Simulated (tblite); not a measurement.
# C5H12N2OSi2: the cost of one run

The runs use tblite 0.8.0 and PySCF 2.14.0, with density-fitted response routines of our own; the level of theory stands in each step. All values are computed, except where a source is named. Atoms count from 0, in the outputs and in this text.

### Step 1. Starting geometry

22 atoms, charge 0, multiplicity 1; geometry from: force field or distance geometry start.

Bonds of the start (Å): C0–C1 1.33, C1–C2 1.52, C2–C3 1.46, C3–N4 1.16, C1–Si5 1.89, Si5–O6 1.66, Si5–Si7 2.40, Si7–N8 1.72, N8–C9 1.45, C0–H10 1.09, C0–H11 1.08, C2–H12 1.11, C2–H13 1.11, Si5–H14 1.49, O6–H15 0.98, Si7–H16 1.48, Si7–H17 1.48, N8–H18 1.02, C9–H19 1.10, C9–H20 1.10, C9–H21 1.09.

### Step 2. Geometry optimisation with GFN2-xTB

Job settings and geometry (Å):

```
{"job": {"kind": "relax", "xc": "GFN2-xTB", "basis": "xTB"}, "charge": 0, "multiplicity": 1}
C     -2.163900     2.074200    -1.424900
C     -1.883300     0.940100    -0.781900
C     -2.395900    -0.417800    -1.225000
C     -1.322200    -1.281900    -1.718600
N     -0.436400    -1.957500    -2.049000
Si    -0.859000     0.934500     0.807000
O     -1.280100    -0.367300     1.754100
Si     1.465100     0.735600     0.255400
N      1.868300    -0.934500     0.135000
C      3.226200    -1.429900     0.067100
H     -2.786500     2.076100    -2.325400
H     -1.828100     3.048000    -1.084700
H     -2.960300    -0.902100    -0.405400
H     -3.127900    -0.281000    -2.042300
H     -1.111700     2.202600     1.554700
H     -0.589500    -1.044000     1.886000
H      2.292400     1.306600     1.339700
H      1.762100     1.366500    -1.049700
H      1.345600    -1.333200    -0.648200
H      3.742800    -1.081200    -0.838300
H      3.811900    -1.113300     0.940300
H      3.220200    -2.520900     0.047800
```

Started as:

```console
> OMP_NUM_THREADS=1 python probes_run.py task.json out
```

One launch serves the whole session: the jobs run in the order shown.

**Question.** How long does this first job take on 1 thread of Intel Xeon at 2.50GHz, shared host, and how much memory does it need?

About 4.3 s, with a peak of 0.18 GiB.
